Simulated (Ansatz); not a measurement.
# Na3LuCl6 (Fm-3m): single point, by script

What energy and properties does Na3LuCl6 (Fm-3m) have at the given structure? Aim: a single point, for Na3LuCl6 (Fm-3m), run from a script.

All numbers are computed with Ansatz 0.2.0 through its Python package. Level of theory: DFT r2SCAN, plane waves, PAW.

## (1) The system

It takes space group Fm-3m (No. 225, cubic). The conventional cell has a = 10.508 Å, b = 10.508 Å, c = 10.508 Å, α = 90.00°, β = 90.00°, γ = 90.00°. Around Na (site symmetry -43m) lie 12 Cl at 3.72 Å. Around Na (site symmetry m-3m) lie 6 Cl at 2.69 Å. Around Lu (site symmetry m-3m) lie 6 Cl at 2.56 Å. Around Cl (site symmetry 4mm) lie 1 Lu at 2.56 Å and 1 Na at 2.69 Å.

No structure file is read: the coordinates are typed or built in the script.

## (2) The script

Contents of scf.py:

```python
'''SCF run for Na3LuCl6.'''

from pathlib import Path
import warnings

import ansatz as az
import numpy as np
from pymatgen.core import Lattice, Structure
from pymatgen.io.ase import AseAtomsAdaptor

params = {
    'smearing': 'fixed',
    'kmesh': (3, 3, 3),
    'functional': 'r2SCAN',
    'ecut': 500,
}


def main() -> None:
    warnings.simplefilter('ignore', az.DeckWarning)

    pmg_structure = Structure(
        Lattice([(0.0, 5.2542, 5.2542), (5.2542, 0.0, 5.2542), (5.2542, 5.2542, 0.0)]),
        ['Na', 'Na', 'Na', 'Lu', 'Cl', 'Cl', 'Cl', 'Cl', 'Cl', 'Cl'],
        [
            (0.75, 0.75, 0.75),
            (0.25, 0.25, 0.25),
            (0.5, 0.5, 0.5),
            (0.0, 0.0, 0.0),
            (0.75621, 0.24379, 0.24379),
            (0.24379, 0.24379, 0.75621),
            (0.24379, 0.75621, 0.75621),
            (0.24379, 0.75621, 0.24379),
            (0.75621, 0.24379, 0.75621),
            (0.75621, 0.75621, 0.24379),
        ],
    )
    system = az.Crystal.from_ase(AseAtomsAdaptor.get_atoms(pmg_structure))

    # the calculation
    model = system.calculation()
    model = model.occupations(params['smearing'])
    model = model.kpoints(*params['kmesh'])
    model = model.functional(params['functional'])
    model = model.basis(params['ecut']).compute(density=True, forces=True, density_of_states={'energy_step': 0.1}, band_table=True)
    out = model.run(threads=1, backend='cpu')
    report = out.report

    for key in ('converged', 'n_iterations', 'n_electrons', 'n_kpoints', 'n_pw', 'n_symmetry_ops', 'free_energy_ev', 'fermi_energy_ev'):
        print(f'{key:18s} {report[key]}')

    rho = out.density()
    total = sum(ch.density_e_per_ang3 for ch in rho.channels[:2]) if len(rho.channels) < 3 else rho.channels[0].density_e_per_ang3
    print('grid', rho.dims, 'electrons', round(float(total.mean() * rho.cell_volume_ang3), 4))
    profile = total.mean(axis=(0, 1))
    print('planar average along grid axis 2 (e/A^3):')
    print(np.array2string(profile[:: max(len(profile) // 16, 1)], precision=4))

    # forces in eV per angstrom
    print('forces (eV/A)')
    for site, force in zip(out.lattice.sites, report['forces_ev_ang']):
        print(f'  {site.symbol:2s} {force[0]:9.4f} {force[1]:9.4f} {force[2]:9.4f}')

    lines = ['| quantity | value |', '|---|---|']
    lines.append(f'| free energy per atom | {report["free_energy_ev"] / len(out.lattice.sites):.4f} eV |')
    lines.append(f'| Fermi level | {report["fermi_energy_ev"]:.3f} eV |')
    lines.append(f'| volume per atom | {report["setup"]["cell_volume_ang3"] / len(out.lattice.sites):.3f} A^3 |')
    lines.append(f'| valence electrons | {report["n_electrons"]:g} |')
    Path('summary.md').write_text('\n'.join(lines) + '\n')

    dos = out.density_of_states()
    energy = np.asarray(dos.energies_ev) - dos.fermi_ev
    states, count = np.asarray(dos.spin_summed_g_bin_mean_per_ev), np.asarray(dos.spin_summed_integrated)
    g_fermi = float(np.interp(0.0, energy, states))
    print(f'g(E_F) = {g_fermi:.3f} states/eV per cell')
    for low, high in ((-10, -6), (-6, -3), (-3, 0), (0, 3)):
        print(f'states between {low} and {high} eV: {np.interp(high, energy, count) - np.interp(low, energy, count):.3f}')

    edges = report.get('band_edges_ev')
    if edges:
        print(f'band edges on the mesh: {edges[0]:.3f} and {edges[1]:.3f} eV, gap {edges[1] - edges[0]:.3f} eV')
    else:
        print('no band edges reported (a metal, or a gap too narrow for this smearing); Fermi level', round(report['fermi_energy_ev'], 3), 'eV')


if __name__ == '__main__':
    main()
```

## (3) The run

Command:

```bash
$ python scf.py
```

Without the output at hand: what should come out? Wanted: free energy; gap on the mesh; largest force.

**Answer**, as computed:

```
       quantity                                value
    free energy  -25732.1372 eV (-2573.2137 eV/atom)
gap on the mesh                              4.67 eV
  largest force                           0.039 eV/Å
```

In words: On the mesh the gap is 4.67 eV; the true edges may lie between its points. Spin-orbit coupling is missing; it shifts edges that sit on the heavy atoms' p or d states. The forces are small. Notes:
- Along an axis with an odd division the mesh misses the point at one half; a gap read on a finite mesh is an upper bound on this functional's gap.
- Under fixed occupations the level called the Fermi level is the highest filled one on the SCF mesh; off the mesh a filled band can lie a little above it.
- Only differences from the Fermi energy are physical; the zero of the scale is a convention.
- The crystal has a gap of about 4.67 eV on the mesh; bins of finite width blur the band edges.
- The fields are valence quantities on the plane-wave grid; their values near the nuclei depend on the potentials.
- This cell is a computed structure, which may not be the phase found in nature.
- Levels are Kohn-Sham eigenvalues on this mesh, without spin-orbit coupling.
- The computed bands are complete only to about 8.6 eV above the Fermi level; beyond that the density of states is undercounted.
